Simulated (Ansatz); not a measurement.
# LuCo3B2: the cost of one run

All numbers below are computed with Ansatz 0.2.0 (DFT PBEsol, scalar-relativistic, plane waves, PAW).

3 further runs of the same task are left out: 3 set aside as unsound or not needed. Runs told in other sessions of the task aren't counted.

## Step 1: The system as given

The cell holds 18 atoms (B5Co9HfLu3): a = 5.725 Å, b = 5.725 Å, c = 5.725 Å, α = 95.36°, β = 95.36°, γ = 95.36°.

The coordinates of this cell stand in the input of its own run.

The host was relaxed before at PBEsol: a = 4.888 Å, b = 4.888 Å, c = 2.981 Å, α = 90.00°, β = 90.00°, γ = 120.00° (conventional cell), 10.279 Å³/atom.

Places, in fractions of the supercell: Hf in place of B at (1.000, 0.667, 0.333). Its neighbours start displaced at random, with a spread of 0.03 Å in each coordinate.

## Step 2: The perfect crystal in the supercell of 18 atoms

File input.yaml:

```yaml
crystal:
  lattice:
    - [-4.8881478593, 2.8e-09, 2.9805079398]
    - [2.4440739272, -4.233260225, 2.9805079398]
    - [2.4440739321, 4.2332602222, 2.9805079398]
  atoms:
    - { symbol: Lu, position: [0.6666666667, 0.6666666667, 0.6666666667] }
    - { symbol: Lu, position: [1.0, 1.0, 0.0] }
    - { symbol: Lu, position: [0.3333333333, 0.3333333333, 0.3333333333] }
    - { symbol: Co, position: [0.8333333333, 0.3333333333, 0.3333333333] }
    - { symbol: Co, position: [0.1666666667, 0.6666666667, 0.6666666667] }
    - { symbol: Co, position: [0.5, 0.0, 0.0] }
    - { symbol: Co, position: [0.0, 1.0, 0.5] }
    - { symbol: Co, position: [0.3333333333, 0.3333333333, 0.8333333333] }
    - { symbol: Co, position: [0.6666666667, 0.6666666667, 0.1666666667] }
    - { symbol: Co, position: [0.3333333333, 0.8333333333, 0.3333333333] }
    - { symbol: Co, position: [0.6666666667, 0.1666666667, 0.6666666667] }
    - { symbol: Co, position: [1.0, 0.5, 0.0] }
    - { symbol: B, position: [1.0, 0.6666666667, 0.3333333333] }
    - { symbol: B, position: [0.3333333333, 1.0, 0.6666666667] }
    - { symbol: B, position: [0.6666666667, 0.3333333333, 0.0] }
    - { symbol: B, position: [0.6666666667, 0.0, 0.3333333333] }
    - { symbol: B, position: [1.0, 0.3333333333, 0.6666666667] }
    - { symbol: B, position: [0.3333333333, 0.6666666667, 0.0] }
basis:
  ecutwfc: 420
  xc_grid: 2
kpoints:
  mp_grid: { grid: [4, 4, 4], shift: [0.5, 0.5, 0.5] }
hamiltonian:
  xc: pbesol
scf:
  occupations: { method: gaussian, width: 0.05 }
output:
  forces: true
  stress: true
  eigenvalues: true
```

On the command line:

```
> ansatz run input.yaml --threads 8 --pin off --max-ram 14336MiB --backend cpu --events-out ev --progress --plain --runs-dir out
```

**Question.** How long does this run take on 8 threads of Arm Neoverse V1, shared host, and how much memory does it need?

About 4.6 s, with a peak of 1.4 GiB.
